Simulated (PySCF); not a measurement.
# MoO₂⁺: relaxation and vibrations of the quartet

The task is one start of a wider search on MoO₂⁺: the quartet, built as end-on. It is relaxed, tested by its Hessian and followed downhill if it is a saddle.

Method: PBE, basis Mo def2-TZVP with ECP28, O def2-TZVP, scalar-relativistic core potentials, no spin–orbit coupling, density fitting; program: PySCF 2.14.0.

## (1) The starting structure

3 atoms, charge 1, spin multiplicity 4.

Bond lengths: Mo1–O2 2.070 Å, O2–O3 1.445 Å. Angles: Mo1–O2–O3 119.9°.

Z-matrix (Å, degrees; charge 1 multiplicity 4):
```
Mo
O  1 2.0703
O  2 1.4450 1 119.89
```

## (2) The SCF at the typed geometry

The steps below are one call of a driver around PySCF. For each, scf.py gives the equivalent set-up of the SCF; relaxations use the driver's own optimiser. After this first run the driver tries any further starts and a stability analysis.

Input file scf.py:

```python
from pyscf import gto, scf, dft
mol = gto.M(atom='''
Mo     0.000000     0.000000     0.000000
O      0.000000     0.000000     2.070300
O      1.252800     0.000000     2.790300''',
    basis={'Mo': 'def2-TZVP', 'O': 'def2-TZVP'},
    ecp={'Mo': 'def2-TZVP'},
    charge=1, spin=3)
mf = dft.UKS(mol, xc='PBE')
mf.grids.atom_grid = (50, 194)
aux = {'Mo': 'def2-universal-JKFIT', 'O': 'def2-universal-JKFIT'}
mf = mf.density_fit(auxbasis=aux)
mf.conv_tol = 1e-08
mf.diis_space = 10
mf.max_cycle = 60
mf.init_guess = 'minao'
mf.verbose = 4
mf.kernel()
```

Launch:

```bash
$ OMP_NUM_THREADS=2 python axn.py task.json out
```

The runs that follow: Relaxing the quartet from the end-on start; Is it a minimum? Harmonic modes.

Q: Predict the outcome of this session. Wanted: minimum; geometry; wavenumbers; dipole moment; highest occupied, lowest empty level; polar-tensor charge of Mo1; zero-point energy; ⟨S²⟩.

The runs gave:

| quantity | value |
| --- | --- |
| minimum | quartet, C∞v |
| geometry | Mo–O 1.791 Å, O–O 1.236 Å; Mo–O–O 180.0° |
| wavenumbers (cm⁻¹) | 188 (π), 495 (σ+), 1421 (σ+) |
| dipole moment (centre of mass) | 3.96 D |
| highest occupied, lowest empty level (either spin) | -11.76, -10.02 eV |
| polar-tensor charge of Mo1 | +0.99 e |
| zero-point energy | 13.7 kJ/mol |
| entropy at 298.15 K | 273.8 J/(mol K) |
| ⟨S²⟩ | 4.202 |

From Cs at the start the molecule goes to a C∞v minimum. The determinant is spin-contaminated (⟨S²⟩ = 4.20 against 3.75), so it is no pure spin state. In the infrared the band at 1421 cm⁻¹ (σ+) leads. Most of the spin sits on Mo1 (Mulliken spin 3.87, against 3 for the whole molecule). Other starts or spin states, not run here, may lie lower. Open d and f shells are described by one determinant, and the ground state may have another occupation or spin.
